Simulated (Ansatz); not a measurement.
Run this with Ansatz 0.2.0 through its Python package and show what comes out.

Input file `clfisn.xyz`:
```text
4

F    -1.15490   -0.70490    1.43880
Sn    0.08790    0.39580    0.43770
Cl    2.01420   -0.86790    0.08520
I    -0.89170    1.11670   -1.98200
```

`methods_clfisn.py`:
```python
import warnings

import ansatz


def main() -> None:
    warnings.simplefilter("ignore", ansatz.DeckWarning)

    system = ansatz.Crystal.molecule_from_extxyz("clfisn.xyz")

    model = (
        system.calculation()
        .basis(gaussian="def2-SVP")
        .spin("collinear", total=1)
    )

    methods = ["mp2", "ccsd", "ccsd_t"]
    batch = ansatz.Session.batch([model.correlation(m).input() for m in methods])
    reports = sorted(batch.plan().execute().molecular_reports, key=lambda each: each["member"])
    print(f"Hartree-Fock reference {reports[0]['reference_energy_ev'] / 27.211386246:.6f} Ha")
    best = reports[-1]["free_energy_ev"] - reports[-1]["reference_energy_ev"]
    for method, each in zip(methods, reports):
        gained = each["free_energy_ev"] - each["reference_energy_ev"]
        print(f"{method:8s} total {each['free_energy_ev'] / 27.211386246:.6f} Ha  correlation {gained:9.4f} eV  ({100 * gained / best:.1f} % of the last)")


if __name__ == "__main__":
    main()
```

```console
$ python methods_clfisn.py
Hartree-Fock reference -1068.815605 Ha
mp2      total -1069.336935 Ha  correlation  -14.1861 eV  (93.5 % of the last)
ccsd     total -1069.360761 Ha  correlation  -14.8344 eV  (97.7 % of the last)
ccsd_t   total -1069.373449 Ha  correlation  -15.1797 eV  (100.0 % of the last)
```

What to keep in mind:
- These settings explore the input space; basis and method may be short of convergence.
- The geometry is a force-field or estimated start, not a minimum of this method, and the basis set is short of its limit. A lower total doesn't mark the better method: functionals have no common bound, and MP2 and coupled cluster aren't variational.
- def2 sets replace the cores of elements past krypton by effective core potentials.
- The species is open-shell (spin multiplicity 2).
- Inner cores stay frozen; a filled d shell under the valence of the heavier atoms is correlated with it.

(Lines on the test bed's own set-up are left out of the output.)
